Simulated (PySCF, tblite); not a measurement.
# C₄H₁₃ClGe₂: geometry, infrared bands and NMR shifts

Wanted: the infrared bands and NMR shifts of C₄H₁₃ClGe₂ (`C[CH](C)[GeH2][Ge@@H]([CH3])[Cl]`), by calculation.

Programs: tblite 0.8.0 and PySCF 2.14.0, with density-fitted response routines of our own. Each step states its level of theory. These are calculated values for one molecule in the gas phase, unless marked as measured. Atoms are numbered from 0 throughout.

### 1 The starting structure

20 atoms, charge 0, multiplicity 1; geometry from: force field or distance geometry start.

Bonds of the start (Å): C0–C1 1.52, C1–C2 1.49, C1–Ge3 1.93, Ge3–Ge4 2.39, Ge4–C5 1.94, Ge4–Cl6 2.18, C0–H7 1.11, C0–H8 1.10, C0–H9 1.12, C1–H10 1.10, C2–H11 1.13, C2–H12 1.11, C2–H13 1.11, Ge3–H14 1.56, Ge3–H15 1.56, Ge4–H16 1.54, C5–H17 1.12, C5–H18 1.11, C5–H19 1.10.

### 2 Optimising the geometry with GFN2-xTB

What the job is given:

```
{"job": {"kind": "relax", "xc": "GFN2-xTB", "basis": "xTB"}, "charge": 0, "multiplicity": 1}
C     -1.892100    -1.170900    -1.003800
C     -1.358600     0.149300    -0.477100
C     -2.506400     0.878600     0.140700
Ge     0.067600    -0.237700     0.763800
Ge     2.107600     0.893100     0.257500
C      3.527300    -0.345700    -0.190200
Cl     1.851200     2.218000    -1.456100
H     -1.783200    -1.138400    -2.109800
H     -1.400300    -2.051700    -0.569000
H     -2.981600    -1.205700    -0.762300
H     -0.976800     0.715800    -1.334500
H     -3.323900     0.873400    -0.642100
H     -2.317200     1.947700     0.355600
H     -2.962000     0.349400     1.009300
H      0.378600    -1.758700     0.633700
H     -0.384100    -0.013400     2.237800
H      2.520100     1.695400     1.506700
H      3.158500    -1.398000    -0.104400
H      4.350100    -0.181000     0.538800
H      3.920200    -0.208600    -1.207200
```

Command:

```bash
> OMP_NUM_THREADS=1 python probes_run.py task.json out
```

One launch serves the whole session: the jobs run in the order shown.

**Question.** This job is followed by: GFN2-xTB harmonic vibrations, gas phase; GIAO PBE0/pcSseg-1 NMR shielding, non-relativistic, gas phase. Predict these results of the whole session: strongest single infrared mode (GFN2-xTB); zero-point energy (GFN2-xTB); ¹³C shifts against TMS (PBE0/pcSseg-1); ¹H shifts against TMS (PBE0/pcSseg-1, means over atoms taken as alike); ⁷³Ge shifts against GeMe4 (PBE0/pcSseg-1); ³⁵Cl shifts against HCl (PBE0/pcSseg-1); surface potential, 1st and 99th percentile.

As calculated:

```
                                                              quantity                                         value
                             strongest single infrared mode (GFN2-xTB)                         1923 cm⁻¹, 584 km/mol
                                          zero-point energy (GFN2-xTB)                                 94.3 kcal/mol
                                ¹³C shifts against TMS (PBE0/pcSseg-1)                     23.8, 23.7, 22.5, 6.8 ppm
¹H shifts against TMS (PBE0/pcSseg-1, means over atoms taken as alike)  5.89, 3.93, 3.60, 1.79, 1.38, 1.30, 0.80 ppm
                             ⁷³Ge shifts against GeMe4 (PBE0/pcSseg-1)                                   2, -196 ppm
                               ³⁵Cl shifts against HCl (PBE0/pcSseg-1)                                       -76 ppm
                                 surface potential, 1st and 99th percentile                            -0.72 V and 1.00 V
```

In words: Over 256 steps the energy fell by 0.731 eV; of the close pairs, C1–Ge3 changed most, 1.930 to 2.001 Å. All 54 modes are real, so the xTB geometry is a minimum. The strongest single mode, at 1923 cm⁻¹, moves mainly H15 and H14. GFN2-xTB is a fitted tight-binding method: band positions and strengths are rough. Its intensities can rank the bands wrongly. At PBE0/pcSseg-1: Shielding is most anisotropic at Ge4 (span 310 ppm, paramagnetic term -1428 ppm). Spin-orbit coupling is left out, which matters for shieldings and couplings at and beside the heavy atoms.
